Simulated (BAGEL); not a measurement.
**B3LYP/def2-TZVP (density fitting with qzvpp-jkfit) run of BH3Se (SMILES B[SeH])**

What is the energy change on altering one bond length of BH3Se at B3LYP/def2-TZVP (density fitting with qzvpp-jkfit)? 

The results are computed with BAGEL 1.2.2.

3 further runs of the same task are left out: 1 that didn't finish, 2 set aside as unsound or not needed.

### 1 The system as given

The species is BH3Se (5 atoms), meant as a singlet with charge 0. As SMILES, `B[SeH]`. The shape is that of a PBE0-D4/def2-TZVP optimisation.

Bond lengths: B1–Se2 1.899 Å, B1–H3 1.189 Å, B1–H4 1.191 Å, Se2–H5 1.470 Å. Angles: B1–Se2–H5 97.7°, Se2–B1–H3 121.0°, Se2–B1–H4 115.7°, H3–B1–H4 123.2°.

### 2 The energy at B3LYP/def2-TZVP (density fitting with qzvpp-jkfit)

dft.json reads:

```json
{ "bagel": [

{
  "title": "molecule",
  "basis": "def2-tzvp.json",
  "df_basis": "qzvpp-jkfit",
  "angstrom": "true",
  "geometry": [
    { "atom": "B", "xyz": [   -0.114800,   -0.638000,    0.043400 ] },
    { "atom": "Se", "xyz": [    1.035300,    0.860500,   -0.146800 ] },
    { "atom": "H", "xyz": [   -1.293000,   -0.499900,    0.125400 ] },
    { "atom": "H", "xyz": [    0.421600,   -1.700900,    0.073400 ] },
    { "atom": "H", "xyz": [    0.000800,    1.904800,   -0.136900 ] }
  ]
},
{
  "title": "ks",
  "xc_func": "b3lyp"
},
{
  "title": "print",
  "file": "orbitals.molden",
  "orbitals": "true"
}

]}
```

The basis set def2-TZVP is read from a file made from the Basis Set Exchange's data (not shown).

Command:

```sh
$ BAGEL_NUM_THREADS=1 BAGEL dft.json > dft.out
```

What it wrote:

```text
* using 1 threads per process

  ===============================================================
  ===============================================================

  *** Geometry ***

  { "atom" : "B", "xyz" : [     -0.216941,     -1.205645,      0.082014 ] },
  { "atom" : "Se", "xyz" : [      1.956433,      1.626109,     -0.277412 ] },
  { "atom" : "H", "xyz" : [     -2.443416,     -0.944674,      0.236972 ] },
  { "atom" : "H", "xyz" : [      0.796709,     -3.214235,      0.138706 ] },
  { "atom" : "H", "xyz" : [      0.001512,      3.599550,     -0.258704 ] },

  Number of auxiliary basis functions:      395

  Since a DF basis is specified, we compute 2- and 3-index integrals:
    o Being stored without compression. Storage requirement is 0.030 GB

  Number of basis functions:       97
  Number of electrons      :       42

    * METHOD: MOLECULE                             0.27

  *** Kohn-Sham DFT ***

    * Removing 7227 points whose weight is below 1.00e-10
    * Grid points: 67303

  === Nuclear Repulsion ===
    79.1441193830

       - DIIS with orbital gradients will be used.

  === KS iteration (b3lyp / def2-tzvp.json) ===
      0      -2334.88990526          0.10599690           0.43
      1      -2046.39959742          0.25948746           0.40
      2      -2341.66973456          0.12056638           0.40
      3      -2316.54883308          0.38583296           0.40
      4      -2396.82442150          0.32300884           0.41
      5      -2322.24661276          0.41850658           0.41
      6      -2324.31030588          0.43252125           0.40
      7      -2284.69332553          0.31974100           0.42
      8      -2360.67070448          0.14961491           0.40
      9      -2383.09300542          0.34758544           0.41
     10      -2378.73358957          0.38802385           0.41
     11      -2310.50229360          0.35364894           0.41
     12      -2316.98974660          0.44182834           0.40
     13      -2403.43401052          0.29169297           0.41
     14      -2395.02690275          0.16539956           0.41
     15      -2427.06430273          0.04496430           0.41
     16      -2428.16233960          0.01722180           0.42
     17      -2428.24253648          0.00758003           0.41
     18      -2428.25856309          0.00285286           0.40
     19      -2428.26144971          0.00047885           0.41
     20      -2428.26151775          0.00015008           0.41
     21      -2428.26152498          0.00001844           0.42
     22      -2428.26152512          0.00000578           0.41
     23      -2428.26152513          0.00000155           0.42
     24      -2428.26152513          0.00000163           0.34
     25      -2428.26152513          0.00000021           0.41
     26      -2428.26152513          0.00000003           0.34
     27      -2428.26152513          0.00000001           0.33
     28      -2428.26152513          0.00000000           0.36
    * SCF iteration converged.

    * Permanent dipole moment:
           (    0.118228,    -0.233420,     0.006546) a.u.

    * METHOD: KS                                  12.28

    * METHOD: PRINT                                0.03

  ===============================================================
```

It took 13 s on 1 thread of Intel Xeon Platinum 8375C at 2.90GHz (Ice Lake), shared host; peak memory 0.33 GiB.

### 3 The distorted shape

job.json reads:

```json
{ "bagel" : [

{
  "title" : "molecule",
  "basis" : "def2-tzvp.json",
  "df_basis" : "qzvpp-jkfit",
  "angstrom" : "true",
  "geometry" : [
    { "atom" : "B", "xyz" : [    0.827786,   -0.748483,   -0.022202 ] },
    { "atom" : "Se", "xyz" : [    1.977886,    0.750017,   -0.212402 ] },
    { "atom" : "H", "xyz" : [   -1.293000,   -0.499900,    0.125400 ] },
    { "atom" : "H", "xyz" : [    1.364186,   -1.811383,    0.007798 ] },
    { "atom" : "H", "xyz" : [    0.943386,    1.794317,   -0.202502 ] }
  ]
},
{ "title" : "ks", "xc_func" : "b3lyp" },
{ "title" : "print", "file" : "orbitals.molden", "orbitals" : "true" }

]}
```

The basis set def2-TZVP is read from a file made from the Basis Set Exchange's data (not shown).

Command:

```sh
$ BAGEL_NUM_THREADS=1 BAGEL job.json > job.out
```

What it wrote:

```text
* using 1 threads per process

  ===============================================================
  ===============================================================

  *** Geometry ***

  { "atom" : "B", "xyz" : [      1.564289,     -1.414428,     -0.041956 ] },
  { "atom" : "Se", "xyz" : [      3.737663,      1.417327,     -0.401382 ] },
  { "atom" : "H", "xyz" : [     -2.443416,     -0.944674,      0.236972 ] },
  { "atom" : "H", "xyz" : [      2.577938,     -3.423018,      0.014736 ] },
  { "atom" : "H", "xyz" : [      1.782741,      3.390768,     -0.382673 ] },

  Number of auxiliary basis functions:      395

  Since a DF basis is specified, we compute 2- and 3-index integrals:
    o Being stored without compression. Storage requirement is 0.030 GB

  Number of basis functions:       97
  Number of electrons      :       42

    * METHOD: MOLECULE                             0.24

  *** Kohn-Sham DFT ***

    * Removing 6474 points whose weight is below 1.00e-10
    * Grid points: 68056

  === Nuclear Repulsion ===
    76.5284584585

       - DIIS with orbital gradients will be used.

  === KS iteration (b3lyp / def2-tzvp.json) ===
      0      -2335.62150807          0.10589903           0.33
      1      -2051.34241985          0.23500948           0.31
      2      -2342.55938956          0.12016481           0.32
      3      -2418.17144852          0.12017635           0.32
      4      -2423.15014151          0.12543463           0.32
      5      -2421.19011631          0.12287598           0.33
      6      -2422.29292420          0.10827340           0.32
      7      -2425.76200266          0.08621204           0.32
      8      -2424.61931228          0.07433673           0.32
      9      -2427.59419798          0.03674851           0.33
     10      -2428.11950027          0.00738595           0.32
     11      -2428.12735936          0.00630920           0.32
     12      -2428.14487921          0.00147432           0.32
     13      -2428.14622167          0.00026645           0.33
     14      -2428.14625502          0.00005260           0.36
     15      -2428.14625602          0.00001709           0.34
     16      -2428.14625610          0.00001038           0.34
     17      -2428.14625613          0.00000536           0.33
     18      -2428.14625614          0.00000097           0.34
     19      -2428.14625614          0.00000030           0.33
     20      -2428.14625614          0.00000027           0.33
     21      -2428.14625614          0.00000004           0.33
     22      -2428.14625614          0.00000001           0.33
     23      -2428.14625614          0.00000000           0.34
    * SCF iteration converged.

    * Permanent dipole moment:
           (   -0.553223,    -0.352701,     0.066643) a.u.

    * METHOD: KS                                   8.31

    * METHOD: PRINT                                0.02

  ===============================================================
```

Run time: 9 s. Hardware: 1 thread of Intel Xeon Platinum 8375C at 2.90GHz (Ice Lake), shared host; peak memory 0.33 GiB.

### 4 Outcome

Level: B3LYP/def2-TZVP (density fitting with qzvpp-jkfit).

| quantity | value |
| --- | --- |
| first shape: total energy | -2428.26153 Eh |
| first shape: dipole moment | 0.67 D |
| first shape: HOMO energy | -7.69 eV |
| first shape: LUMO energy | -1.66 eV |
| first shape: HOMO–LUMO gap | 6.03 eV |
| distorted shape: total energy | -2428.14626 Eh |
| distorted shape: dipole moment | 1.68 D |
| distorted shape: HOMO energy | -7.27 eV |
| distorted shape: LUMO energy | -2.04 eV |
| distorted shape: HOMO–LUMO gap | 5.23 eV |
| energy change with the B1–H3 bond stretched from 1.189 to 2.140 Å | 3.137 eV |

In words: With the B1–H3 bond stretched from 1.189 to 2.140 Å the energy rises by 3.14 eV (72 kcal/mol). The first shape isn't relaxed at this level, so the change isn't measured from a minimum.
